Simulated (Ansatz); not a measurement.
**Sn10H16 hole sphere (InSn9H16) (doublet): single points with varied inputs**

Aim: run Sn10H16 hole sphere (InSn9H16) (doublet) under a spread of inputs, and see what each costs and gives.

Computed with Ansatz 0.2.0, Gaussian basis. Level: the settings change from run to run.

## Step 1: The molecule

An earlier PBE-D4/def2-SVP relaxation fixed the geometry. Sn, In take a core potential in def2 sets; no spin-orbit term is included.

26 atoms, charge 0, spin multiplicity 2.

Atoms are counted from 1 here; the program's logs count them from 0.

Bond lengths: Sn1–Sn5 2.817 Å, Sn1–Sn7 2.816 Å, Sn1–Sn8 2.816 Å, Sn1–H11 1.744 Å, Sn2–Sn6 2.816 Å, Sn2–Sn7 2.816 Å, Sn2–Sn9 2.828 Å, Sn2–H12 1.744 Å, Sn3–Sn5 2.818 Å, Sn3–Sn6 2.816 Å, Sn3–Sn10 2.830 Å, Sn3–H13 1.745 Å, In4–Sn8 2.804 Å, In4–Sn9 2.943 Å, In4–Sn10 2.953 Å, In4–H14 1.752 Å, Sn5–H15 1.738 Å, Sn5–H16 1.738 Å and more. Angles: Sn5–Sn1–Sn7 108.5°, Sn5–Sn1–Sn8 109.5°, Sn5–Sn1–H11 107.5°, Sn7–Sn1–Sn8 110.5°, Sn7–Sn1–H11 107.8°, Sn8–Sn1–H11 113.1°, Sn6–Sn2–Sn7 110.0°, Sn6–Sn2–Sn9 105.0°, Sn6–Sn2–H12 111.1°, Sn7–Sn2–Sn9 112.8°, Sn7–Sn2–H12 110.7°, Sn9–Sn2–H12 107.1°, Sn5–Sn3–Sn6 110.5°, Sn5–Sn3–Sn10 112.4°, Sn5–Sn3–H13 110.7°, Sn6–Sn3–Sn10 105.4°, Sn6–Sn3–H13 111.3°, Sn10–Sn3–H13 106.4° and more.

## Step 2: LC-wPBE/def2-SVP

This run has the search for lower states set to light.

in.yaml

```yaml
crystal:
  periodic: [false, false, false]
  atoms:
    - {symbol: Sn, position_ang: [-1.680172, 1.681561, -1.686578]}
    - {symbol: Sn, position_ang: [1.569217, -1.614154, -1.589220]}
    - {symbol: Sn, position_ang: [-1.571876, -1.619097, 1.548623]}
    - {symbol: In, position_ang: [1.622206, 2.103729, 1.599495]}
    - {symbol: Sn, position_ang: [-3.235300, 0.040474, -0.006468]}
    - {symbol: Sn, position_ang: [-0.078783, -3.345659, -0.101151]}
    - {symbol: Sn, position_ang: [-0.006506, 0.034947, -3.240542]}
    - {symbol: Sn, position_ang: [-0.144747, 3.444250, -0.116674]}
    - {symbol: Sn, position_ang: [3.030949, -0.153349, 0.341886]}
    - {symbol: Sn, position_ang: [0.343149, -0.146473, 3.022007]}
    - {symbol: H, position_ang: [-2.770926, 2.504733, -2.769690]}
    - {symbol: H, position_ang: [2.725685, -2.511234, -2.537841]}
    - {symbol: H, position_ang: [-2.511536, -2.512105, 2.717429]}
    - {symbol: H, position_ang: [2.698478, 2.979771, 2.669410]}
    - {symbol: H, position_ang: [-4.306652, -0.985269, -0.913160]}
    - {symbol: H, position_ang: [-4.219561, 0.999964, 1.056704]}
    - {symbol: H, position_ang: [-1.113375, -4.292039, -1.125040]}
    - {symbol: H, position_ang: [0.868270, -4.442090, 0.855107]}
    - {symbol: H, position_ang: [-0.927747, -0.992967, -4.297666]}
    - {symbol: H, position_ang: [1.037982, 0.993753, -4.244786]}
    - {symbol: H, position_ang: [0.674856, 4.511237, -1.223035]}
    - {symbol: H, position_ang: [-1.283168, 4.442386, 0.742965]}
    - {symbol: H, position_ang: [4.420343, 0.653482, -0.352854]}
    - {symbol: H, position_ang: [3.669094, -1.259349, 1.521922]}
    - {symbol: H, position_ang: [-0.362005, 0.702056, 4.381732]}
    - {symbol: H, position_ang: [1.527923, -1.226156, 3.701424]}
basis:
  gaussian: {orbitals: def2-SVP}
magnetization: {spin_polarized: true, initial_magnetization: 1}
hamiltonian: {xc: {name: LC-wPBE}}
scf: {lower_state_search: light}
output: {forces: true}
```

On the command line:

```bash
> ansatz run in.yaml --threads 2 --pin off --events-out ev --progress --plain --max-ram 32768MiB --backend cuda --devices 0, --max-vram 18GiB
```

Standard output, cut to the lines that bear on the results:

```text
Functional definition: LC-wPBE
  name "LC-wPBE"
  cite "Vydrov & Scuseria, J. Chem. Phys. 125, 234109 (2006) doi:10.1063/1.2409292"
  cite "Heyd & Scuseria, J. Chem. Phys. 120, 7274 (2004) doi:10.1063/1.1668634"
  cite "Ernzerhof & Perdew, J. Chem. Phys. 109, 3313 (1998) doi:10.1063/1.476928"
  cite "Perdew, Burke & Ernzerhof, Phys. Rev. Lett. 77, 3865 (1996) doi:10.1103/PhysRevLett.77.3865"
  parent pbe
[...]
3863 factors; their error is unknown
1347 factors; integrals over basis functions are off by at most 1.5e-5 eV
[...]
mean field -57928.26047706 eV, -2128.8243073466 hartree, gradient 5.5e-5 eV, S^2 0.765018; 2 other end points of the search recorded, 0 dependent functions left out
[...]
reference -57928.26047707 eV, -2128.8243073472 hartree; 118, 117 occupied and 222, 223 virtual orbitals, 3863 factors
Total energy: -57928.26047707 eV, -2128.8243073472 hartree
Atom 0 at    -1.680172     1.681561    -1.686578 Å, force    -0.061481    -0.042640    -0.034283 eV/Å
Atom 1 at     1.569217    -1.614154    -1.589220 Å, force     0.052085    -0.055414     0.030689 eV/Å
Atom 2 at    -1.571876    -1.619097     1.548623 Å, force     0.013246    -0.051739     0.064475 eV/Å
Atom 3 at     1.622206     2.103729     1.599495 Å, force     0.056934    -0.039660     0.012844 eV/Å
Atom 4 at    -3.235300     0.040474    -0.006468 Å, force    -0.053613    -0.021623     0.030882 eV/Å
[...]
Atom 10 at    -2.770926     2.504733    -2.769690 Å, force     0.326836    -0.219741     0.318503 eV/Å
Atom 11 at     2.725685    -2.511234    -2.537841 Å, force    -0.336832     0.264500     0.277083 eV/Å
Atom 12 at    -2.511536    -2.512105     2.717429 Å, force     0.284255     0.266361    -0.346800 eV/Å
Atom 13 at     2.698478     2.979771     2.669410 Å, force    -0.268884    -0.176620    -0.255254 eV/Å
Atom 14 at    -4.306652    -0.985269    -0.913160 Å, force     0.308672     0.270398     0.234594 eV/Å
Atom 15 at    -4.219561     0.999964     1.056704 Å, force     0.284186    -0.247756    -0.278732 eV/Å
Atom 16 at    -1.113375    -4.292039    -1.125040 Å, force     0.270021     0.279000     0.265979 eV/Å
Atom 17 at     0.868270    -4.442090     0.855107 Å, force    -0.243738     0.317310    -0.249354 eV/Å
Atom 18 at    -0.927747    -0.992967    -4.297666 Å, force     0.237932     0.269983     0.306591 eV/Å
Atom 19 at     1.037982     0.993753    -4.244786 Å, force    -0.267964    -0.244148     0.290174 eV/Å
Atom 20 at     0.674856     4.511237    -1.223035 Å, force    -0.207853    -0.310059     0.292407 eV/Å
Atom 21 at    -1.283168     4.442386     0.742965 Å, force     0.295302    -0.281071    -0.212895 eV/Å
Atom 22 at     4.420343     0.653482    -0.352854 Å, force    -0.428415    -0.198809     0.172966 eV/Å
Atom 23 at     3.669094    -1.259349     1.521922 Å, force    -0.201764     0.294116    -0.286929 eV/Å
Atom 24 at    -0.362005     0.702056     4.381732 Å, force     0.178105    -0.211431    -0.424665 eV/Å
Atom 25 at     1.527923    -1.226156     3.701424 Å, force    -0.312857     0.305935    -0.229800 eV/Å
Dipole moment:    -0.057759    -0.230706    -0.046813 e Å
```

Run time: 16 s. Hardware: 1 × H100 (card shared with other runs) with 2 threads of AMD EPYC 7R13, shared host; peak host memory 1.4 GiB.

Largest force 0.522 eV/Å, dipole 1.16 D, ⟨S²⟩ 0.765.

## Step 3: B3LYP5/def2-SVP

Set apart from the defaults: charge +1, multiplicity 1.

Edit in.yaml of step 2 so:

```diff
@@ -31,5 +31,5 @@
   gaussian: {orbitals: def2-SVP}
-magnetization: {spin_polarized: true, initial_magnetization: 1}
-hamiltonian: {xc: {name: LC-wPBE}}
-scf: {lower_state_search: light}
+total_charge: 1
+hamiltonian: {xc: {name: B3LYP5}}
+scf: {omitted_lower_state_checks: [starts]}
 output: {forces: true}
```

Launched as before.

Standard output, cut to the lines that bear on the results:

```text
Functional definition: B3LYP5
  name "B3LYP5"
  cite "Stephens, Devlin, Chabalowski & Frisch, J. Phys. Chem. 98, 11623 (1994) doi:10.1021/j100096a001"
  cite "Becke, Phys. Rev. A 38, 3098 (1988) doi:10.1103/PhysRevA.38.3098"
  cite "Lee, Yang & Parr, Phys. Rev. B 37, 785 (1988) doi:10.1103/PhysRevB.37.785"
  cite "Vosko, Wilk & Nusair, Can. J. Phys. 58, 1200 (1980) doi:10.1139/p80-159"
[...]
4233 factors; integrals over basis functions are off by at most 4.2e-4 eV
[...]
mean field -57907.68498397 eV, -2128.0681719224 hartree, gradient 2.3e-5 eV, S^2 0.000000; 0 other end points of the search recorded, 0 dependent functions left out
[...]
reference -57907.68556836 eV, -2128.0681933982 hartree; 117, 117 occupied and 223, 223 virtual orbitals, 4233 factors
Total energy: -57907.68556836 eV, -2128.0681933982 hartree
[...]
Atom 17 at     0.868270    -4.442090     0.855107 Å, force    -0.075676     0.131158    -0.082196 eV/Å
Atom 18 at    -0.927747    -0.992967    -4.297666 Å, force     0.121044     0.045247     0.171776 eV/Å
Atom 19 at     1.037982     0.993753    -4.244786 Å, force    -0.052333    -0.105976     0.134309 eV/Å
Atom 20 at     0.674856     4.511237    -1.223035 Å, force     0.026319    -0.150707     0.201648 eV/Å
Atom 21 at    -1.283168     4.442386     0.742965 Å, force     0.192494    -0.137794     0.019558 eV/Å
Atom 22 at     4.420343     0.653482    -0.352854 Å, force    -0.227570     0.332100     0.353246 eV/Å
Atom 23 at     3.669094    -1.259349     1.521922 Å, force    -0.039690     0.192015    -0.025758 eV/Å
Atom 24 at    -0.362005     0.702056     4.381732 Å, force     0.359043     0.329572    -0.236490 eV/Å
Atom 25 at     1.527923    -1.226156     3.701424 Å, force    -0.039045     0.214159    -0.060540 eV/Å
Dipole moment:     0.475001    -0.123759     0.478506 e Å
Checks for a lower state left out: starts
```

It took 12 s on 1 × H100 (card shared with other runs) with 2 threads of AMD EPYC 7R13, shared host; peak host memory 1.7 GiB.

Largest force 1.540 eV/Å.

## Step 4: B2PLYP/def2-SVP

Edit in.yaml of step 3 so:

```diff
@@ -31,4 +31,4 @@
   gaussian: {orbitals: def2-SVP}
-total_charge: 1
-hamiltonian: {xc: {name: B3LYP5}}
+magnetization: {spin_polarized: true, initial_magnetization: 1}
+hamiltonian: {xc: {name: B2PLYP}}
 scf: {omitted_lower_state_checks: [starts]}
```

Launched as before.

Standard output, cut to the lines that bear on the results:

```text
Functional definition: B2PLYP
  name "B2PLYP"
  cite "Grimme, J. Chem. Phys. 124, 034108 (2006) doi:10.1063/1.2148954"
  cite "Becke, Phys. Rev. A 38, 3098 (1988) doi:10.1103/PhysRevA.38.3098"
  cite "Lee, Yang & Parr, Phys. Rev. B 37, 785 (1988) doi:10.1103/PhysRevB.37.785"
[...]
4233 factors; integrals over basis functions are off by at most 4.2e-4 eV
[...]
mean field -57832.71031534 eV, -2125.3129036699 hartree, gradient 7.2e-6 eV, S^2 0.759715; 0 other end points of the search recorded, 0 dependent functions left out
40 core orbitals not correlated: weight in the atoms' cores, before any rotation towards them, 1.000 or more for the frozen orbitals, at most 0.000 for the correlated occupied ones
reference -57832.71068629 eV, -2125.3129173019 hartree; 78, 77 occupied and 222, 223 virtual orbitals, 4233 factors
second order -38.57435747 eV of doubles, -0.00000000 eV of singles
[...]
Atom 17 at     0.868270    -4.442090     0.855107 Å, force    -0.124715     0.147393    -0.129811 eV/Å
Atom 18 at    -0.927747    -0.992967    -4.297666 Å, force     0.125946     0.137229     0.142377 eV/Å
Atom 19 at     1.037982     0.993753    -4.244786 Å, force    -0.134101    -0.124144     0.134041 eV/Å
Atom 20 at     0.674856     4.511237    -1.223035 Å, force    -0.109997    -0.146153     0.151443 eV/Å
Atom 21 at    -1.283168     4.442386     0.742965 Å, force     0.150360    -0.127707    -0.108743 eV/Å
Atom 22 at     4.420343     0.653482    -0.352854 Å, force    -0.193575    -0.105179     0.087635 eV/Å
Atom 23 at     3.669094    -1.259349     1.521922 Å, force    -0.081232     0.142573    -0.141852 eV/Å
Atom 24 at    -0.362005     0.702056     4.381732 Å, force     0.087987    -0.115759    -0.193233 eV/Å
Atom 25 at     1.527923    -1.226156     3.701424 Å, force    -0.167839     0.153787    -0.101237 eV/Å
Dipole moment:    -0.063443    -0.209730    -0.062813 e Å
Checks for a lower state left out: starts
```

Wall time 28 s (1 × H100 (card shared with other runs) with 2 threads of AMD EPYC 7R13, shared host); peak host memory 6.2 GiB.

Largest force 0.369 eV/Å, dipole 1.09 D, ⟨S²⟩ 0.760.

## Step 5: wB97/def2-mTZVPP

Options: density fitting with def2-universal-jkfit.

Edit in.yaml of step 4 so:

```diff
@@ -30,6 +30,4 @@
 basis:
-  gaussian: {orbitals: def2-SVP}
+  gaussian: {orbitals: def2-mTZVPP, fitting: {mean_field: def2-universal-jkfit}}
 magnetization: {spin_polarized: true, initial_magnetization: 1}
-hamiltonian: {xc: {name: B2PLYP}}
-scf: {omitted_lower_state_checks: [starts]}
-output: {forces: true}
+hamiltonian: {xc: {name: wB97}}
```

Same command.

Standard output, cut to the lines that bear on the results:

```text
Functional definition: wB97
  name "wB97"
  cite "Chai & Head-Gordon, J. Chem. Phys. 128, 084106 (2008) doi:10.1063/1.2834918"
  cite "Becke, J. Chem. Phys. 107, 8554 (1997) doi:10.1063/1.475007"
[...]
  # The coefficients of nought are those of the uniform gas.
[...]
      + integral(e_c_pw_opposite_spin*poly(b97_u_opposite, 1, cos1, cos2, cos3, cos4))
2468 factors; integrals over basis functions are off by at most 4.6e-1 eV
2468 factors; integrals over basis functions are off by at most 3.6e-6 eV
[...]
mean field -57931.12639730 eV, -2128.9296279730 hartree, gradient 2.2e-5 eV, S^2 0.761369; 2 other end points of the search recorded, 0 dependent functions left out
reference -57931.12636048 eV, -2128.9296266197 hartree; 118, 117 occupied and 322, 323 virtual orbitals, 2468 factors
Total energy: -57931.12636048 eV, -2128.9296266197 hartree
```

It took 20 s on 1 × H100 (card shared with other runs) with 2 threads of AMD EPYC 7R13, shared host; peak host memory 1.4 GiB.

⟨S²⟩ 0.761.

## Step 6: The runs in one table

```csv
level,charge,multiplicity,geometry,functions,energy (eV),time
LC-wPBE/def2-SVP,0,2,relaxed,340,-57928.260,16 s
B3LYP5/def2-SVP,1,1,relaxed,340,-57907.686,12 s
B2PLYP/def2-SVP,0,2,relaxed,340,-57843.126,28 s
wB97/def2-mTZVPP,0,2,relaxed,440,-57931.126,20 s
```

## Step 7: What came out

```
                                         quantity                  value
                                             runs                      4
                                         quickest  B3LYP5/def2-SVP, 12 s
                                          slowest  B2PLYP/def2-SVP, 28 s
spread of total energies, same state and geometry                88.0 eV
                  dipole, same state and geometry         1.09 to 1.16 D
```

What this shows: Run time spans a factor of 2, from B3LYP5/def2-SVP to B2PLYP/def2-SVP. The jobs differ in tasks and options as well as level. Total energies at one charge and spin differ by 88 eV between levels, so only differences within one level mean anything. At the PBE-D4/def2-SVP geometry and in the same state, runs without warnings or point charges leave forces up to 0.52 eV/Å (LC-wPBE/def2-SVP).
